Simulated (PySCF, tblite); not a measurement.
# C₄H₆ClF₃Si: geometry, infrared bands and NMR shifts

Wanted: the infrared bands and NMR shifts of C₄H₆ClF₃Si (`FC(F)(F)[C@@H]1CC[Si@H]1Cl`), by calculation.

The runs use tblite 0.8.0 and PySCF 2.14.0, with density-fitted response routines of our own; the level of theory stands in each step. All values are computed, except where a source is named. Atoms count from 0, in the outputs and in this text.

### 1 Starting geometry

15 atoms, charge 0, multiplicity 1; geometry from: force field or distance geometry start.

Bonds of the start (Å): F0–C1 1.36, C1–F2 1.35, C1–F3 1.35, C1–C4 1.48, C4–C5 1.57, C5–C6 1.55, C6–Si7 1.89, Si7–Cl8 2.04, Si7–C4 1.86, C4–H9 1.10, C5–H10 1.10, C5–H11 1.10, C6–H12 1.10, C6–H13 1.09, Si7–H14 1.48.

### 2 Geometry optimisation with GFN2-xTB

What the job is given:

```
{"job": {"kind": "relax", "xc": "GFN2-xTB", "basis": "xTB"}, "charge": 0, "multiplicity": 1}
F      2.105700    -1.788400    -0.387100
C      1.808200    -0.481000    -0.162100
F      2.685700     0.258200    -0.873200
F      2.044500    -0.223100     1.145800
C      0.409300    -0.168500    -0.541900
C     -0.168100     1.220400    -0.092400
C     -1.614700     0.709800     0.160300
Si    -0.873300    -0.984600     0.537100
Cl    -1.889800    -2.493100    -0.385000
H      0.225000    -0.358800    -1.609600
H     -0.100700     2.002800    -0.857000
H      0.311200     1.633400     0.812700
H     -2.144300     1.194900     0.999900
H     -2.247500     0.718200    -0.728900
H     -0.555600    -1.232400     1.959400
```

The run is started by

```sh
> OMP_NUM_THREADS=1 python probes_run.py task.json out
```

This one command runs all jobs of the session in turn.

**Question.** This job is followed by: GFN2-xTB harmonic vibrations, gas phase; GIAO PBE0/pcSseg-1 NMR shielding, non-relativistic, gas phase. Predict these results of the whole session: strongest single infrared mode (GFN2-xTB); zero-point energy (GFN2-xTB); 13C shifts against TMS (PBE0/pcSseg-1); 1H shifts against TMS (PBE0/pcSseg-1); 19F shifts against CFCl3 (PBE0/pcSseg-1, means over atoms taken as alike); 29Si shifts against TMS (PBE0/pcSseg-1); 35Cl shifts against HCl (PBE0/pcSseg-1).

**Answer**, as computed:

| quantity | value |
| --- | --- |
| strongest single infrared mode (GFN2-xTB) | 645 cm⁻¹, 231 km/mol |
| zero-point energy (GFN2-xTB) | 59.9 kcal/mol |
| 13C shifts against TMS (PBE0/pcSseg-1) | 137.3, 45.8, 21.2, 17.8 ppm |
| 1H shifts against TMS (PBE0/pcSseg-1) | 5.75, 2.75, 2.34, 2.17, 1.78, 1.77 ppm |
| 19F shifts against CFCl3 (PBE0/pcSseg-1, means over atoms taken as alike) | -82.0 ppm |
| 29Si shifts against TMS (PBE0/pcSseg-1) | 10.8 ppm |
| 35Cl shifts against HCl (PBE0/pcSseg-1) | 13 ppm |

In words: The optimisation took 71 steps and gained 0.314 eV; among the close pairs (by a distance rule), C4–Si7 changed most, from 1.864 to 1.928 Å. No mode is imaginary among the 39: a minimum at this level. The strongest single mode, at 645 cm⁻¹, moves mainly H14. GFN2-xTB is a fitted tight-binding method: band positions and strengths are rough. Its intensities can rank the bands wrongly. At PBE0/pcSseg-1: The largest span, 176 ppm, is at F0, F2, F3, where the paramagnetic term is -221 ppm.
